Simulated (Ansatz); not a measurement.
**C2H8OSi2: one species, many methods**

The task here is to estimate one member of a computed series from the others.

The runs use Ansatz 0.2.0, Gaussian basis; functionals in def2-TZVPP, the program's frozen cores in correlated methods.

Levels to be run: PBE-D4, r2SCAN-D4, PBE0-D4, B3LYP-D4, ωB97X-V, ωB97M-V, B2PLYP; CCSD(T)/def2-TZVPP; MP2/def2-QZVPP; extrapolation to the limit.

## The geometry

An earlier PBE0-D4 in a triple-zeta def2 set relaxation fixed the geometry.

SMILES `O[Si]1([SiH3])CC1`, 13 atoms, charge 0, spin multiplicity 1.

Atoms are counted from 1 here; the program's logs count them from 0.

Bond lengths: O1–Si2 1.648 Å, O1–H6 0.959 Å, Si2–Si3 2.316 Å, Si2–C4 1.842 Å, Si2–C5 1.842 Å, Si3–H7 1.488 Å, Si3–H8 1.487 Å, Si3–H9 1.487 Å, C4–C5 1.560 Å, C4–H10 1.087 Å, C4–H11 1.086 Å, C5–H12 1.087 Å, C5–H13 1.086 Å. Angles: Si2–O1–H6 118.0°, O1–Si2–Si3 110.3°, O1–Si2–C4 121.5°, O1–Si2–C5 121.5°, Si3–Si2–C4 120.8°, Si3–Si2–C5 120.8°, C4–Si2–C5 50.1°, Si2–Si3–H7 107.1°, Si2–Si3–H8 111.4°, Si2–Si3–H9 111.4°, H7–Si3–H8 109.0°, H7–Si3–H9 109.0°, H8–Si3–H9 108.8°, Si2–C4–C5 64.9°, Si2–C4–H10 119.4°, Si2–C4–H11 121.0°, C5–C4–H10 115.3°, C5–C4–H11 116.5° and more.

The first run:

in.yaml reads:

```yaml
crystal:
  periodic: [false, false, false]
  atoms:
    - {symbol: O, position_ang: [-1.735777, 1.196163, 0.473125]}
    - {symbol: Si, position_ang: [-0.413134, 0.276851, 0.123608]}
    - {symbol: Si, position_ang: [-0.016228, -1.240913, 1.827542]}
    - {symbol: C, position_ang: [0.057711, -0.110814, -1.614074]}
    - {symbol: C, position_ang: [0.971727, 0.931758, -0.898511]}
    - {symbol: H, position_ang: [-1.999074, 1.864740, -0.161354]}
    - {symbol: H, position_ang: [1.186710, -2.026954, 1.441861]}
    - {symbol: H, position_ang: [-1.164296, -2.168365, 2.006295]}
    - {symbol: H, position_ang: [0.248602, -0.551279, 3.117667]}
    - {symbol: H, position_ang: [-0.543581, 0.281807, -2.430134]}
    - {symbol: H, position_ang: [0.516335, -1.060722, -1.870864]}
    - {symbol: H, position_ang: [0.914294, 1.944598, -1.289055]}
    - {symbol: H, position_ang: [1.997213, 0.628429, -0.711504]}
basis:
  gaussian: {orbitals: def2-TZVPP}
hamiltonian: {xc: pbe, dispersion: d4}
output: {forces: true, orbitals: {seedname: orbitals}}
```

The run is started by

```console
$ ansatz run in.yaml --threads 4 --pin off --events-out ev --progress --plain --max-ram 10444MiB
```

Steps of the session up to this table: PBE-D4 (GGA); r2SCAN-D4 (meta-GGA); PBE0-D4 (hybrid); B3LYP-D4 (hybrid); ωB97X-V (range-separated); ωB97M-V (range-separated); B2PLYP (double hybrid); CCSD(T) in def2-TZVPP; MP2 in def2-QZVPP.

One of the session's tables, all rows but one given; the rest of the session is left out.

It belongs to the step «Atomisation energies». 

```
            method  atomisation energy (kcal/mol)
            PBE-D4                         1126.9
         r2SCAN-D4                         1118.5
           PBE0-D4                         1113.6
          B3LYP-D4                         1112.4
           ωB97X-V                         1120.9
           ωB97M-V                         1117.5
            B2PLYP                         1100.5
     HF/def2-TZVPP                          821.6
    MP2/def2-TZVPP                         1098.6
   CCSD/def2-TZVPP                         1072.4
CCSD(T)/def2-TZVPP                              ?
           MP2/CBS                         1127.6
       CCSD(T)/CBS                         1116.2
```

Estimate the missing values for CCSD(T)/def2-TZVPP.

As computed: atomisation energy (kcal/mol): 1087.1. In the column «atomisation energy (kcal/mol)» it lies between CCSD/def2-TZVPP (1072.4) and MP2/def2-TZVPP (1098.6).

Caveats from the session: Free atoms (1 O, 2 Si, 2 C, 8 H) were run apart at each level; the atomisation energy is their sum less the molecule, without zero-point or spin-orbit terms.
